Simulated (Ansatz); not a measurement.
# InTe4: one candidate of a structure search

Aim: relax a trial structure of InTe4 and see where it ends.

Method: DFT PBE, scalar-relativistic, plane waves, PAW, in Ansatz 0.2.0.

### 1 The system as given

Symmetry: Pm-3m, No. 221, cubic system. Conventional cell: a = 5.849 Å, b = 5.849 Å, c = 5.849 Å, α = 90.00°, β = 90.00°, γ = 90.00°. In (site symmetry m-3m) has 12 Te at 4.14 Å as nearest neighbours. Around Te (site symmetry 4/mmm) lie 10 Te at 2.92 to 4.14 Å and 4 In at 4.14 Å. Te (site symmetry m-3m) is surrounded by 6 Te at 2.92 Å.

Coordinates:

```cif
data_structure
_symmetry_space_group_name_H-M 'P 1'
_symmetry_Int_Tables_number 1
_cell_length_a 5.8494
_cell_length_b 5.8494
_cell_length_c 5.8494
_cell_angle_alpha 90.000
_cell_angle_beta 90.000
_cell_angle_gamma 90.000
_cell_volume 200.14
loop_
_atom_site_label
_atom_site_type_symbol
_atom_site_fract_x
_atom_site_fract_y
_atom_site_fract_z
_atom_site_occupancy
In1 In 0.50000 0.50000 0.50000 1
Te1 Te 0.50000 0.00000 0.00000 1
Te2 Te 0.00000 0.50000 0.00000 1
Te3 Te 0.00000 0.00000 0.50000 1
Te4 Te 0.00000 0.00000 0.00000 1
```

The cell is invented: random cell by space group and Wyckoff sites (Pm-3m, No. 221). Its size is a rough estimate.

### 2 The guess as it stands, on a coarse mesh

input.yaml reads:

```yaml
crystal:
  lattice:
    - [5.8493716, 0.0, 0.0]
    - [0.0, 5.8493716, 0.0]
    - [0.0, 0.0, 5.8493716]
  atoms:
    - { symbol: In, position: [0.5, 0.5, 0.5] }
    - { symbol: Te, position: [0.5, 0.0, 0.0] }
    - { symbol: Te, position: [0.0, 0.5, 0.0] }
    - { symbol: Te, position: [0.0, 0.0, 0.5] }
    - { symbol: Te, position: [0.0, 0.0, 0.0] }
basis:
  ecutwfc: 420
kpoints:
  mp_grid: { grid: [4, 4, 4] }
hamiltonian:
  xc: pbe
scf:
  occupations: { method: gaussian, width: 0.1 }
  lower_state_search: "off"
output:
  forces: true
  stress: true
  eigenvalues: true
```

Launch:

```console
> ansatz run input.yaml --threads 1 --pin off --max-ram 2560MiB --backend cpu --events-out ev --progress --plain --runs-dir out
```

Output, shortened:

```text
[...]
SCF converged after 7 iterations
Free energy (F): -33516.059653 eV
[...]
E sigma→0 (E₀):  -33516.043920 eV
Entropy (-TS):   -0.031464 eV (-6.293 meV/atom)
Fermi energy:    5.792919 eV
[...]
--- Forces (eV/Å), atoms counted from 1 ---
  atom   1  In     0.00000000    -0.00000000    -0.00000000
  atom   2  Te     0.00000000    -0.00000000     0.00000000
  atom   3  Te     0.00000000     0.00000000     0.00000000
  atom   4  Te     0.00000000    -0.00000000     0.00000000
  atom   5  Te    -0.00000000    -0.00000000    -0.00000000
[...]
--- Stress (GPa, compression-positive) ---
        0.247773       0.000000       0.000000
        0.000000       0.247773       0.000000
        0.000000      -0.000000       0.247773
  P = ⅓ Tr σ = 0.2478 GPa (2.478 kbar)
--- Band table (eV; the first three rows and the last of 10) ---
[...]
```

It took 2.9 s on 1 thread of Intel Xeon 6975P-C (Granite Rapids), shared host; peak memory 0.48 GiB.

From the probe: pressure 0.2 GPa, largest force 0.00 eV/Å, gap on this mesh none (metal). A guess like this is first relaxed loosely on the coarse mesh.

### 3 Rough relaxation on the coarse mesh

input.yaml: that of step 2 with these lines changed.

```diff
@@ -24 +24,6 @@
   eigenvalues: true
+relax:
+  adjacent_minimum: "off"
+  f_tol: 0.04
+  max_steps: 70
+  cell: { stress_tol: 0.4 }
```

Launch:

```console
> ansatz run input.yaml --threads 1 --pin off --max-ram 2560MiB --backend cpu --events-out ev --progress --plain --runs-dir out
```

Output, shortened:

```text
Warning: RAYON_NUM_THREADS=1 ignored (pool sized by the plan → 1); use --threads N
[...]
Pseudopotentials: kind: paw
Pseudopotential: In, paw, valence charge 13, recommended cutoff 420 eV (normal), In.paw.azcp
Pseudopotential: Te, paw, valence charge 16, recommended cutoff 420 eV (normal), Te.paw.azcp
Functional definition: PBE
[...]
Crystal: 5 atoms, lattice volume = 200.137 Å³
Basis set: ecut = 420 eV, 3887 PW (Γ), exchange–correlation on 80×80×80 points (8 copies of the dense FFT grid, shifted against one another)
Bands: 47, of which v1, the nominal top of the filled ones, is band 39 counted from 1 (38 counted from 0)
Symmetry: 48 space group operations
Space group: Pm-3m (ITA 221), of the structure as read, at distance tolerance 5.8e-5 Å
k-points: 10 of 64
[...]
SCF iter   1: F=—  HF=-33516.152810 eV  |F-HF|=—  |Δ(HF+E_count)|=         —  Δρ=8.42e-3  dr2=3.65e-1  ethr=1.77e-3  ⟨swp⟩=9.0  Hψ=2048  notcnv=0  defer=1
[...]
  atom   2  Te    -0.00000000    -0.00000000     0.00000000
  atom   3  Te     0.00000000    -0.00000000     0.00000000
  atom   4  Te     0.00000000    -0.00000000     0.00000000
  atom   5  Te    -0.00000000    -0.00000000     0.00000000
[...]
--- Stress (GPa, compression-positive) ---
        0.247817       0.000000       0.000000
        0.000000       0.247817       0.000000
        0.000000      -0.000000       0.247817
  P = ⅓ Tr σ = 0.2478 GPa (2.478 kbar)
--- Band table (eV; the first three rows and the last of 10) ---
[...]
--- Relaxed structure (1 steps of the walk, 1 accepted, 1 SCFs on fresh bases) ---
  F+E_penalty+E_count = -33516.05965266 eV   max|allowed force component| = 1.948e-29 eV/Å   (the final SCF, on the basis selected at the relaxed cell)
  cell:  # Å, volume = 200.1371 Å³
    - [5.8493716, 0.0, 0.0]
    - [0.0, 5.8493716, 0.0]
    - [0.0, 0.0, 5.8493716]
  atoms:
    - { symbol: In, position: [0.5, 0.5, 0.5] }
    - { symbol: Te, position: [0.5, 0.0, 0.0] }
    - { symbol: Te, position: [0.0, 0.5, 0.0] }
    - { symbol: Te, position: [0.0, 0.0, 0.5] }
    - { symbol: Te, position: [0.0, 0.0, 0.0] }
```

It took 5.7 s on 1 thread of Intel Xeon 6975P-C (Granite Rapids), shared host; peak memory 0.5 GiB.

Step by step:

```csv
step,E - E(step 1) (eV/cell),largest force component (eV/Å),pressure (GPa),volume (Å³)
1,0.0000,0.0000,0.25,200.14
2,0.0000,0.0000,0.25,200.14
```

Step 1 is the start. Step 2 repeats the geometry before it on a plane-wave basis chosen anew for that cell, so its energy need not be comparable with the rows above.

|  | before | after | change |
| --- | --- | --- | --- |
| a (Å) | 5.849 | 5.849 | 0.0 % |
| b (Å) | 5.849 | 5.849 | 0.0 % |
| c (Å) | 5.849 | 5.849 | 0.0 % |
| volume (Å³/atom) | 40.03 | 40.03 | 0.0 % |
| shortest distance (Å) | 2.925 | 2.925 | 0.0 % |
| space group (0.01 Å) | Pm-3m | Pm-3m | same |

Forces and stress were held to the start's 48 operations: a distortion of lower symmetry was not tested.

### 4 Full relaxation

The end of the coarse run is made exact in the group found at a tolerance of 0.06 Å and reduced to its primitive cell.

input.yaml: that of step 3 with these lines changed.

```diff
@@ -14,3 +14,3 @@
 kpoints:
-  mp_grid: { grid: [4, 4, 4] }
+  mp_grid: { grid: [6, 6, 6] }
 hamiltonian:
@@ -19,3 +19,2 @@
   occupations: { method: gaussian, width: 0.1 }
-  lower_state_search: "off"
 output:
@@ -26,4 +25,4 @@
   adjacent_minimum: "off"
-  f_tol: 0.04
-  max_steps: 70
-  cell: { stress_tol: 0.4 }
+  f_tol: 0.01
+  max_steps: 80
+  cell: { stress_tol: 0.05 }
```

Launch:

```console
> ansatz run input.yaml --threads 1 --pin off --max-ram 2560MiB --backend cpu --events-out ev --progress --plain --runs-dir out
```

Output, shortened:

```text
Warning: RAYON_NUM_THREADS=1 ignored (pool sized by the plan → 1); use --threads N
[...]
[... 4 set-up lines as earlier in the session ...]
[...]
Crystal: 5 atoms, lattice volume = 200.137 Å³
Basis set: ecut = 420 eV, 3887 PW (Γ), exchange–correlation on 80×80×80 points (8 copies of the dense FFT grid, shifted against one another)
Bands: 47, of which v1, the nominal top of the filled ones, is band 39 counted from 1 (38 counted from 0)
[... 2 set-up lines as earlier in the session ...]
k-points: 20 of 216
[...]
SCF iter   1: F=—  HF=-33516.211040 eV  |F-HF|=—  |Δ(HF+E_count)|=         —  Δρ=5.14e-3  dr2=1.09e-1  ethr=1.77e-3  ⟨swp⟩=8.7  Hψ=4101  notcnv=0  defer=2
[...]
       -0.000000       0.000000      -0.015758
  P = ⅓ Tr σ = -0.0158 GPa (-0.158 kbar)
--- Band table (eV; the first three rows and the last of 20) ---
[...]
--- Relaxed structure (2 steps of the walk, 2 accepted, 1 SCFs on fresh bases) ---
  F+E_penalty+E_count = -33516.17812624 eV   max|allowed force component| = 6.553e-29 eV/Å   (the final SCF, on the basis selected at the relaxed cell)
  cell:  # Å, volume = 199.8406 Å³
    - [5.846481899432485, 1.504632769052528e-35, 1.6049416203226965e-35]
    - [1.504632769052528e-35, 5.846481899432485, 0.0]
    - [1.6049416203226965e-35, 0.0, 5.846481899432485]
  atoms:
    - { symbol: In, position: [0.49999999999999994, 0.49999999999999994, 0.49999999999999994] }
    - { symbol: Te, position: [0.49999999999999994, -5.358954459642774e-39, -1.7148654270857044e-38] }
    - { symbol: Te, position: [2.9152712260456573e-37, 0.49999999999999994, 1.5005072486999707e-38] }
    - { symbol: Te, position: [2.9152712260456557e-37, -1.6076863378928262e-38, 0.49999999999999994] }
    - { symbol: Te, position: [-3.944190482297066e-37, -3.751268121749927e-38, -1.0717908919285514e-39] }
```

Wall time 18 s (1 thread of Intel Xeon 6975P-C (Granite Rapids), shared host); peak memory 0.55 GiB.

The steps of the relaxation:

| step | E - E(step 1) (eV/cell) | largest force component (eV/Å) | pressure (GPa) | volume (Å³) |
| --- | --- | --- | --- | --- |
| 1 | 0.0000 | 0.0000 | -0.06 | 200.14 |
| 2 | -0.0001 | 0.0000 | -0.02 | 199.84 |
| 3 | -0.0001 | 0.0000 | -0.02 | 199.84 |

Step 1 is the start. Step 3 repeats the geometry before it on a plane-wave basis chosen anew for that cell, so its energy need not be comparable with the rows above.

|  | before | after | change |
| --- | --- | --- | --- |
| a (Å) | 5.849 | 5.846 | 0.0 % |
| b (Å) | 5.849 | 5.846 | 0.0 % |
| c (Å) | 5.849 | 5.846 | 0.0 % |
| volume (Å³/atom) | 40.03 | 39.97 | -0.1 % |
| shortest distance (Å) | 2.925 | 2.923 | 0.0 % |
| space group (0.01 Å) | Pm-3m | Pm-3m | same |

The run keeps the 48 symmetry operations of the start, so it could not have lowered the symmetry.

### 5 Changing settings: lower_state_search light

input.yaml reads:

```yaml
crystal:
  lattice:
    - [5.8464818994, 0.0, 0.0]
    - [0.0, 5.8464818994, 0.0]
    - [0.0, 0.0, 5.8464818994]
  atoms:
    - { symbol: In, position: [0.5, 0.5, 0.5] }
    - { symbol: Te, position: [0.5, 0.0, 0.0] }
    - { symbol: Te, position: [0.0, 0.5, 0.0] }
    - { symbol: Te, position: [0.0, 0.0, 0.5] }
    - { symbol: Te, position: [0.0, 0.0, 0.0] }
basis:
  ecutwfc: 420
kpoints:
  mp_grid: { grid: [6, 6, 6] }
hamiltonian:
  xc: pbe
scf:
  occupations: { method: gaussian, width: 0.1 }
  lower_state_search: light
output:
  forces: true
  eigenvalues: true
  stress: true
```

Launch:

```console
> ansatz run input.yaml --threads 1 --pin off --max-ram 2560MiB --backend cpu --events-out ev --progress --plain --runs-dir out
```

Output, shortened:

```text
Warning: RAYON_NUM_THREADS=1 ignored (pool sized by the plan → 1); use --threads N
[...]
[... 4 set-up lines as earlier in the session ...]
[...]
Crystal: 5 atoms, lattice volume = 199.841 Å³
Basis set: ecut = 420 eV, 3887 PW (Γ), exchange–correlation on 80×80×80 points (8 copies of the dense FFT grid, shifted against one another)
Bands: 47, of which v1, the nominal top of the filled ones, is band 39 counted from 1 (38 counted from 0)
[... 2 set-up lines as earlier in the session ...]
k-points: 20 of 216
[...]
SCF iter   1: F=—  HF=-33516.211076 eV  |F-HF|=—  |Δ(HF+E_count)|=         —  Δρ=5.14e-3  dr2=1.09e-1  ethr=1.77e-3  ⟨swp⟩=8.6  Hψ=4094  notcnv=0  defer=3
[...]
SCF iter   7: F=-33516.178126 eV  HF=-33516.178126 eV  |F-HF|=5.49e-9  |Δ(HF+E_count)|=   2.04e-7  Δρ=1.91e-6  dr2=7.18e-9  ethr=1.30e-10  ⟨swp⟩=12.2  Hψ=4413  notcnv=0
[...]
SCF converged after 7 iterations
Free energy (F): -33516.178126 eV
[...]
E sigma→0 (E₀):  -33516.169322 eV
Entropy (-TS):   -0.017608 eV (-3.522 meV/atom)
Fermi energy:    5.790239 eV
[...]
--- Forces (eV/Å), atoms counted from 1 ---
  atom   1  In     0.00000000    -0.00000000     0.00000000
  atom   2  Te     0.00000000    -0.00000000    -0.00000000
  atom   3  Te     0.00000000    -0.00000000     0.00000000
  atom   4  Te     0.00000000     0.00000000     0.00000000
  atom   5  Te    -0.00000000    -0.00000000     0.00000000
[...]
--- Stress (GPa, compression-positive) ---
       -0.015778       0.000000       0.000000
        0.000000      -0.015778       0.000000
       -0.000000       0.000000      -0.015778
  P = ⅓ Tr σ = -0.0158 GPa (-0.158 kbar)
--- Band table (eV; the first three rows and the last of 20) ---
[...]
```

It took 5.2 s on 1 thread of Intel Xeon 6975P-C (Granite Rapids), shared host; peak memory 0.53 GiB.

```
    run     ending  energy change  pressure (GPa)  gap (eV)  force (eV/Å)  cycles   time
 step 4  converged              0             0.0      0.00          0.00       -   18 s
variant  converged   0.0 meV/atom             0.0      0.00          0.00       7  5.2 s
```

The changed input (search for lower states) leaves the energy the same to the digits printed.

### 6 Summary of results

| quantity | value |
| --- | --- |
| symmetry at the end (tolerance 0.05 Å) | space group Pm-3m (No. 221) |
| conventional cell | a = 5.846 Å, b = 5.846 Å, c = 5.846 Å, α = 90.00°, β = 90.00°, γ = 90.00° |
| volume | 39.97 Å³/atom |
| energy over the elements | +0.30 eV/atom |
| gap on the mesh | none (metal) |

**Reading.** The space group Pm-3m (No. 221) is kept, at nearly the size of the first guess. The formation energy is positive, so the separate elements lie lower. No finished test with a distortion of lower symmetry is shown, so the end may be a saddle point. The runs treat Te without spin-orbit coupling.
